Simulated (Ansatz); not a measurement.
# SnGeH6 (SMILES [GeH3][SnH3]) at RPA@PBE/def2-SVP (core potential)

What is the energy change on altering one bond length of SnGeH6 at RPA@PBE/def2-SVP (core potential)? 

The calculation is run with Ansatz 0.2.0.

41 further runs of the same task are left out: 41 set aside as unsound or not needed.

### 1 Starting point

SnGeH6 has 8 atoms, charge 0, and is taken as a singlet. As SMILES, `[GeH3][SnH3]`. The shape is that of a PBE0-D4/def2-TZVP optimisation.

Bond lengths: Ge1–Sn2 2.595 Å, Ge1–H3 1.538 Å, Ge1–H4 1.538 Å, Ge1–H5 1.538 Å, Sn2–H6 1.707 Å, Sn2–H7 1.707 Å, Sn2–H8 1.707 Å. Some angles: Ge1–Sn2–H6 110.4°, Ge1–Sn2–H7 110.5°, Ge1–Sn2–H8 110.4°, Sn2–Ge1–H3 110.4°, Sn2–Ge1–H4 110.4°, Sn2–Ge1–H5 110.4°, H6–Sn2–H7 108.5°, H6–Sn2–H8 108.5°, H7–Sn2–H8 108.5°, H3–Ge1–H4 108.5°.

### 2 A single-point energy at RPA@PBE/def2-SVP (core potential)

File input.yaml:

```yaml
crystal:
  periodic: [false, false, false]
  atoms:
    - {symbol: Ge, position_ang: [-0.754100, 0.285800, -1.041300]}
    - {symbol: Sn, position_ang: [0.751500, -0.290300, 0.992300]}
    - {symbol: H, position_ang: [-1.830800, 1.307300, -0.639500]}
    - {symbol: H, position_ang: [-1.453400, -0.978600, -1.567000]}
    - {symbol: H, position_ang: [0.087500, 0.886500, -2.179300]}
    - {symbol: H, position_ang: [-0.187600, -0.932800, 2.265200]}
    - {symbol: H, position_ang: [1.931000, -1.444200, 0.553800]}
    - {symbol: H, position_ang: [1.547900, 1.109100, 1.560100]}
basis:
  gaussian:
    orbitals: def2-SVP
accuracy: high
hamiltonian:
  xc: pbe
correlation:
  method: rpa
  frozen_orbitals: {Ge: 9, H: 0, Sn: 4}
magnetization:
  spin_polarized: false
```

Command:

```console
$ ansatz run input.yaml --threads 1 --pin off --max-ram 3480MiB --events-out events.jsonl --progress --plain --runs-dir runs
```

The log of the run:

```text
Warning: RAYON_NUM_THREADS=1 ignored (pool sized by the plan → 1); use --threads N
Functional definition: PBE
  name "PBE"
  parameter kappa = 0.804
  parameter beta = 0.06672455060314922
  exchange = pbe_x(kappa = kappa, mu = beta*pi^2/3)
  correlation = pbe_c(beta = beta)
2024 factors; integrals over basis functions are off by at most 1.1e-8 eV
mean field evaluation 1: about -62429.2660 eV, gradient 2.3e1 eV
mean field evaluation 2: about -62429.2547 eV, gradient 2.3e1 eV
mean field evaluation 4: about -62430.3724 eV, gradient 3.9e0 eV
mean field evaluation 8: about -62430.4048 eV, gradient 2.1e-2 eV
mean field evaluation 16: about -62430.4048 eV, gradient 1.3e-6 eV
mean field -62430.40483285 eV, -2294.2750607591 hartree, gradient 3.2e-8 eV, S^2 0.000000; 0 other end points of the search recorded, 0 dependent functions left out
13 core orbitals not correlated: weight in the atoms' cores, before any rotation towards them, 1.000 or more for the frozen orbitals, at most 0.000 for the correlated occupied ones
reference -62365.10300135 eV, -2291.8752627145 hartree; 17, 17 occupied and 58, 58 virtual orbitals, 2024 factors
Total energy: -62382.19980864 eV, -2292.5035587936 hartree
```

Wall time 11 s (1 thread of Arm Neoverse V2, shared host); peak memory 0.4 GiB.

### 3 The distorted shape

File run.yaml:

```yaml
crystal:
  periodic: [false, false, false]
  atoms:
    - {symbol: Ge, position_ang: [-1.006600, 0.105576, -0.699873]}
    - {symbol: Sn, position_ang: [0.499000, -0.470524, 1.333727]}
    - {symbol: H, position_ang: [-2.083300, 1.127076, -0.298073]}
    - {symbol: H, position_ang: [-1.705900, -1.158824, -1.225573]}
    - {symbol: H, position_ang: [0.087500, 0.886500, -2.179300]}
    - {symbol: H, position_ang: [-0.440100, -1.113024, 2.606627]}
    - {symbol: H, position_ang: [1.678500, -1.624424, 0.895227]}
    - {symbol: H, position_ang: [1.295400, 0.928876, 1.901527]}
basis:
  gaussian:
    orbitals: def2-SVP
accuracy: high
correlation:
  method: rpa
  frozen_orbitals: {Ge: 9, H: 0, Sn: 4}
hamiltonian:
  xc: {name: PBE}
```

Command:

```console
$ ansatz run run.yaml --threads 1 --pin off --max-ram 3480MiB --events-out events.jsonl --progress --plain --runs-dir runs
```

The log of the run:

```text
Warning: RAYON_NUM_THREADS=1 ignored (pool sized by the plan → 1); use --threads N
Functional definition: PBE
  name "PBE"
  parameter kappa = 0.804
  parameter beta = 0.06672455060314922
  exchange = pbe_x(kappa = kappa, mu = beta*pi^2/3)
  correlation = pbe_c(beta = beta)
2013 factors; integrals over basis functions are off by at most 9.2e-9 eV
mean field evaluation 1: about -62428.4859 eV, gradient 2.3e1 eV
mean field evaluation 2: about -62428.4754 eV, gradient 2.3e1 eV
mean field evaluation 4: about -62429.4886 eV, gradient 4.3e0 eV
mean field evaluation 8: about -62429.5348 eV, gradient 4.3e-2 eV
mean field evaluation 16: about -62429.5348 eV, gradient 3.7e-6 eV
mean field -62429.53478149 eV, -2294.2430869613 hartree, gradient 9.3e-8 eV, S^2 0.000000; 0 other end points of the search recorded, 0 dependent functions left out
13 core orbitals not correlated: weight in the atoms' cores, before any rotation towards them, 1.000 or more for the frozen orbitals, at most 0.000 for the correlated occupied ones
reference -62363.95772704 eV, -2291.8331746599 hartree; 17, 17 occupied and 58, 58 virtual orbitals, 2013 factors
Total energy: -62381.22559549 eV, -2292.4677571209 hartree
```

Run time: 11 s. Hardware: 1 thread of Arm Neoverse V2, shared host; peak memory 0.39 GiB.

### 4 Outcome

At RPA@PBE/def2-SVP (core potential), 13 core orbitals frozen:

| quantity | value |
| --- | --- |
| first shape: total energy | -2292.50356 Eh |
| first shape: RPA correlation energy (valence) | -628.3 mEh |
| distorted shape: total energy | -2292.46776 Eh |
| distorted shape: RPA correlation energy (valence) | -634.6 mEh |
| energy change with the Ge1–H5 bond stretched from 1.538 to 1.999 Å | 0.974 eV |

With the Ge1–H5 bond stretched from 1.538 to 1.999 Å the energy rises by 0.97 eV (22.5 kcal/mol). The first shape isn't relaxed at this level, so the change isn't measured from a minimum.
